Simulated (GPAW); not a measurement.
# Two attempts at [GeH3]− (SMILES [H][Ge-]([H])[H])

Aim: energy and one-electron properties of [GeH3]− at LDA (PW92)/dzp (scalar-relativistic datasets).

Program for the calculation: GPAW 26.7.0.

3 further runs of the same task are left out: 1 that didn't finish, 2 set aside as unsound or not needed. Runs told in other sessions of the task aren't counted.

## (1) The system as given

The species is [GeH3]− (4 atoms), meant as a singlet with charge -1. SMILES: `[H][Ge-]([H])[H]`. Geometry: a GFN2-xTB relaxation, a rough one for these elements and not checked as a minimum.

Bond lengths: Ge1–H2 1.752 Å, Ge1–H3 1.754 Å, Ge1–H4 1.756 Å. Angles: H2–Ge1–H3 89.1°, H2–Ge1–H4 89.3°, H3–Ge1–H4 89.6°.

## (2) First attempt

gs.sdf

```

     RDKit          3D

  4  3  0  0  0  0  0  0  0  0999 V2000
   -0.0075    0.0058    0.7680 Ge  0  0  0  0  0  3  0  0  0  0  0  0
    1.4220   -0.0315   -0.2444 H   0  0  0  0  0  0  0  0  0  0  0  0
   -0.6775    1.2495   -0.2717 H   0  0  0  0  0  0  0  0  0  0  0  0
   -0.7370   -1.2238   -0.2519 H   0  0  0  0  0  0  0  0  0  0  0  0
  2  1  1  0
  3  1  1  0
  4  1  1  0
M  CHG  1   1  -1
M  END
$$$$
```

calc.py

```python
from ase.io import read
from gpaw import GPAW

# Geometry
atoms = read('gs.sdf')
atoms.center(vacuum=5.5)
atoms.set_initial_magnetic_moments([1 / len(atoms)] * len(atoms))

# DFT calculator
calculator = GPAW(mode='lcao',
                  basis='dzp',
                  h=0.2,
                  xc='LDA',
                  charge=-1,
                  occupations={'name': 'fermi-dirac', 'width': 0.0, 'fixmagmom': True},
                  maxiter=86,
                  txt='-')
atoms.calc = calculator

energy = atoms.get_potential_energy()
print(f'Energy = {energy:.5f} eV')
forces = atoms.get_forces()
print('Forces (eV/Ang)')
for symbol, f in zip(atoms.symbols, forces):
    print(f'{symbol:2} {f[0]:9.4f} {f[1]:9.4f} {f[2]:9.4f}')
```

Command:

```
$ python3 calc.py
```

Output:

```text
[...]
Number of symmetries: 1
[...]
  Number of IBZ points: 1
[...]
basis functions: 28
Spin-components: 2 (collinear spins)
Bands:           7
[...]
  Valence electrons: 7.0
[...]
  Grid points: [64 68 60]
  Charge: -1.0  # |e|
[...]
    cutoffs:
[...]
occupation numbers:
  Fixed magnetic moment: 1.000
[...]
xc functional:
  name: None
[...]
|iter     |     time |      energy | eigst |  dens |  magmom |
[...]
|iter:   1| 00:00:03 |  -11.574125 |      c|       |  +0.9996|
[...]
|iter:  24| 00:00:16 |  -11.378217c|      c| -4.68c|  +1.0000|
Converged in 24 steps
[...]
Energy contributions relative to reference atoms: (reference = -57054.204589)
Energy contributions:
  Kinetic:          13.384976
  Coulomb:          -9.372669
  Zero:             -0.028511
  External:          0.000000
  Xc:              -15.362013
  Entropy:           0.000000
  Spinorbit:         0.000000
  ----------------------------
  Free energy:     -11.378217
  Extrapolated:    -11.378217
dipole moment: (-6.226191, -6.726525, -6.151988)  # |e|*Ang
Total magnetic moment: (0.000000, 0.000000, 1.000008)
Local magnetic moments
|        x |        y |        z |
|----------|----------|----------|
| 0.000000 | 0.000000 | 0.148551 |  # Ge   0
| 0.000000 | 0.000000 | 0.041834 |  # H    1
| 0.000000 | 0.000000 | 0.029466 |  # H    2
| 0.000000 | 0.000000 | 0.008862 |  # H    3
Fermi levels: 5.483, 0.784
Eigenvalues  # (at kpt = [0.000, 0.000, 0.000])
| band index |      eig [eV] | occ [0-1] |      eig [eV] | occ [0-1] |
|------------|---------------|-----------|---------------|-----------|
|          0 |        -6.487 |     1.000 |        -6.181 |     1.000 |
|          1 |        -0.990 |     1.000 |        -0.769 |     1.000 |
|          2 |        -0.918 |     1.000 |        -0.529 |     1.000 |
|          3 |         0.218 |     1.000 |         0.784 |     0.500 |
|          4 |         5.483 |     0.500 |         5.824 |     0.000 |
|          5 |         5.528 |     0.000 |         6.040 |     0.000 |
|          6 |         6.117 |     0.000 |         6.385 |     0.000 |
Gap: 4.699 eV
Transition (v -> c):
[...]
Force computation time: 0.121  # s
Forces (eV/Ang)
Ge   -0.7600   -0.6289   -1.6616
H    -0.0947    0.1637    0.1770
H     0.3787   -0.1287    0.4724
H     0.4772    0.5935    0.9996
```

Wall time 17 s (1 thread of Arm Neoverse V2, shared host); peak memory 0.9 GiB.

## (3) Diagnosis

The program ended normally, but the settings are unsound, so its numbers aren't properties of the molecule.

Cause: the spin state typed doesn't suit the molecule. Among its listed settings the sound run differs in this, and the input shows the rest: reference RKS in place of UKS; multiplicity 1 in place of 2.

## (4) The mended input

gs.sdf is that of step 2.

run.py

```python
from ase.io import read
from gpaw import GPAW

# Structure
system = read('gs.sdf')
system.center(vacuum=5.5)

# GPAW settings
calc = GPAW(mode='lcao', basis='dzp', h=0.2, xc='LDA', charge=-1, maxiter=100, txt='-')
system.calc = calc

energy = system.get_potential_energy()
print(f'Energy: {energy:.5f} eV')
forces = system.get_forces()
print('Forces (eV/Ang)')
for symbol, f in zip(system.symbols, forces):
    print(f'{symbol:2} {f[0]:9.4f} {f[1]:9.4f} {f[2]:9.4f}')
homo, lumo = calc.get_homo_lumo()
print(f'HOMO                    {homo:.3f} eV')
print(f'LUMO: {lumo:.3f} eV')
print(f'Gap: {lumo - homo:.3f} eV')
```

Command:

```
$ python run.py > run.log
```

Output:

```text
[...]
Number of symmetries: 1
[...]
  Number of IBZ points: 1
[...]
basis functions: 28
Spin-components: 1 (collinear spins)
Bands:           7
[...]
  Valence electrons: 7.0
[...]
  Grid points: [64 68 60]
  Charge: -1.0  # |e|
[...]
    cutoffs:
[...]
occupation numbers:
  # Zero width
[...]
xc functional:
  name: None
[...]
|iter     |     time |      energy | eigst |  dens |
[...]
|iter:   1| 00:00:03 |  -14.140749 |      c|       |
[...]
|iter:   8| 00:00:05 |  -13.815845c|      c| -4.35c|
Converged in 8 steps
[...]
Energy contributions relative to reference atoms: (reference = -57054.204589)
Energy contributions:
  Kinetic:          12.661647
  Coulomb:         -10.651017
  Zero:             -0.029812
  External:          0.000000
  Xc:              -15.796663
  Entropy:           0.000000
  Spinorbit:         0.000000
  ----------------------------
  Free energy:     -13.815845
  Extrapolated:    -13.815845
dipole moment: (-6.226509, -6.725607, -6.151007)  # |e|*Ang
Fermi level: 3.410
Eigenvalues  # (at kpt = [0.000, 0.000, 0.000])
| band index |      eig [eV] | occ [0-2] |
|------------|---------------|-----------|
|          0 |        -6.061 |     2.000 |
|          1 |        -0.643 |     2.000 |
|          2 |        -0.626 |     2.000 |
|          3 |         0.884 |     2.000 |
|          4 |         5.935 |     0.000 |
|          5 |         5.942 |     0.000 |
|          6 |         6.413 |     0.000 |
Gap: 5.051 eV
Transition (v -> c):
[...]
Forces (eV/Ang)
Ge    0.0317   -0.0171   -1.8104
H    -0.8279    0.0121    0.5945
H     0.3759   -0.7261    0.6013
H     0.4267    0.7300    0.6012
HOMO                    0.884 eV
LUMO: 5.935 eV
Gap: 5.051 eV
```

Wall time 5.7 s (1 thread of Arm Neoverse V2, shared host); peak memory 0.68 GiB.

## (5) Summary of results

Level: LDA (PW92)/dzp (scalar-relativistic datasets).

| quantity | value |
| --- | --- |
| energy as printed (from the program's reference atoms) | -13.8158 eV |
| HOMO energy | 0.88 eV |
| LUMO energy | 5.94 eV |
| HOMO–LUMO gap (to an unbound level, set by the basis) | 5.05 eV |

In words: The HOMO lies at positive energy, 0.88 eV, from the functional's self-interaction, a short basis or an electron that isn't bound; only total energies against the neutral tell.
